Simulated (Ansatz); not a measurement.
# CH₄F₂OSi: up Jacob's ladder to CCSD(T)

Aim: compute CH₄F₂OSi with functionals from several rungs and with coupled cluster, and see how far each lands from CCSD(T) at the basis-set limit for the atomisation energy.

Program: Ansatz 0.2.0, Gaussian basis. Level of theory: functionals in def2-TZVPP, the program's frozen cores in correlated methods. These are calculated values, not measurements.

The runs, in order: PBE-D4, r2SCAN-D4, PBE0-D4, B3LYP-D4, ωB97X-V, ωB97M-V, B2PLYP; CCSD(T)/def2-TZVPP; MP2/def2-QZVPP; extrapolation to the limit.

**1. The relaxed structure**

An earlier PBE0-D4 in a triple-zeta def2 set relaxation fixed the geometry.

SMILES `OC[SiH](F)F`, 9 atoms, charge 0, spin multiplicity 1.

Atoms are counted from 1 here; the program's logs count them from 0.

Bond lengths: O1–C2 1.419 Å, O1–H6 0.961 Å, C2–Si3 1.867 Å, C2–H7 1.101 Å, C2–H8 1.094 Å, Si3–F4 1.586 Å, Si3–F5 1.594 Å, Si3–H9 1.478 Å. Angles: C2–O1–H6 108.7°, O1–C2–Si3 112.4°, O1–C2–H7 111.9°, O1–C2–H8 106.8°, Si3–C2–H7 109.8°, Si3–C2–H8 109.6°, H7–C2–H8 106.0°, C2–Si3–F4 111.2°, C2–Si3–F5 106.5°, C2–Si3–H9 115.2°, F4–Si3–F5 106.8°, F4–Si3–H9 108.2°, F5–Si3–H9 108.6°.

As a file:

```xyz
9
CH4F2OSi
O     0.20937   -0.79884   -1.54991
C     0.46923   -0.75508   -0.15540
Si   -0.44937    0.62966    0.69596
F    -2.01402    0.36818    0.69187
F    -0.19936    1.94162   -0.17461
H     0.40945    0.06159   -1.92859
H     1.54631   -0.67682    0.05999
H     0.14751   -1.71646    0.25636
H    -0.03062    0.89994    2.08723
```

**2. PBE-D4 (GGA)**

Input file in.yaml:

```yaml
crystal:
  periodic: [false, false, false]
  atoms:
    - {symbol: O, position_ang: [0.209373, -0.798844, -1.549912]}
    - {symbol: C, position_ang: [0.469226, -0.755076, -0.155395]}
    - {symbol: Si, position_ang: [-0.449368, 0.629659, 0.695961]}
    - {symbol: F, position_ang: [-2.014024, 0.368179, 0.691868]}
    - {symbol: F, position_ang: [-0.199357, 1.941625, -0.174610]}
    - {symbol: H, position_ang: [0.409453, 0.061593, -1.928594]}
    - {symbol: H, position_ang: [1.546311, -0.676815, 0.059991]}
    - {symbol: H, position_ang: [0.147510, -1.716462, 0.256358]}
    - {symbol: H, position_ang: [-0.030625, 0.899943, 2.087232]}
basis:
  gaussian: {orbitals: def2-TZVPP}
hamiltonian: {xc: pbe, dispersion: d4}
output: {forces: true, orbitals: {seedname: orbitals}}
```

Run with:

```console
$ ansatz run in.yaml --threads 4 --pin off --events-out ev --progress --plain --max-ram 10444MiB
```

Further steps of the session: r2SCAN-D4 (meta-GGA); PBE0-D4 (hybrid); B3LYP-D4 (hybrid); ωB97X-V (range-separated); ωB97M-V (range-separated); B2PLYP (double hybrid); CCSD(T) in def2-TZVPP; MP2 in def2-QZVPP.

Q: Predict the results of all the runs planned. Wanted: atomisation energy, CCSD(T)/CBS; farthest; mean size of error, hybrid; mean size of error, range-separated; gap, smallest and largest; T1 diagnostic; triples share of the correlation energy.

The runs gave:

```
                               quantity                                 value
        atomisation energy, CCSD(T)/CBS                         3528.2 kJ/mol
 functionals within 17.6 kJ/mol (0.5 %)           r2SCAN-D4, ωB97X-V, ωB97M-V
                               farthest                 B2PLYP (-55.3 kJ/mol)
             mean size of error, hybrid                           43.0 kJ/mol
    mean size of error, range-separated                           10.5 kJ/mol
              gap, smallest and largest  5.64 eV (PBE-D4), 12.68 eV (ωB97X-V)
                          T1 diagnostic                                0.0115
triples share of the correlation energy                                 3.1 %
```

**Reading.** PBE-D4 is off by +33.2 kJ/mol. Double hybrids carry the basis error of their MP2 part in triple zeta, and no dispersion term here, so their miss is partly the set-up's. Misses under about 17.6 kJ/mol are within the doubt on the reference itself, which lacks core-valence correlation, relativity and higher excitations. Hartree-Fock recovers 72 % of the binding; the rest is correlation. Orbital gaps span 5.6 to 12.7 eV; exact exchange widens them.
